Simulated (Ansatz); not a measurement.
# Sr2: the cost of one run

Computed with Ansatz 0.2.0 (the levels named in each step, unless a step's input says otherwise).

## Step 1: The system as given

Bond lengths: Sr1–Sr2 4.041 Å.

Coordinates:

```xyz
2

Sr    0.0000    0.0000    0.0000
Sr    0.0000    0.0000    4.0406
```

## Step 2: A rough first relaxation, PBE-D4/def2-SVP

This run stands in another session on the same molecule. It ended at:

```xyz
2

Sr    0.0000    0.0000   -0.3197
Sr    0.0000    0.0000    4.3603
```

## Step 3: Relaxation, PBE0-D4/def2-TZVPP

Contents of input.yaml:

```yaml
crystal:
  periodic: [false, false, false]
  atoms:
    - { symbol: Sr, position_ang: [0.0, 0.0, -0.31968741] }
    - { symbol: Sr, position_ang: [0.0, 0.0, 4.36032741] }
basis:
  gaussian: { orbitals: def2-TZVPP }
hamiltonian:
  xc: pbe0
  dispersion: d4
relax:
  f_tol: 0.002
  max_steps: 150
```

Run with:

```console
> ansatz run input.yaml --threads 2 --pin off --max-ram 5120MiB --backend cpu --events-out ev --progress --plain --runs-dir out
```

**Question.** How long does this run take on 2 threads of Oxide Virtual Turin-like (Zen 5), shared host, and how much memory does it need?

About 4.3 s, with a peak of 0.15 GiB.
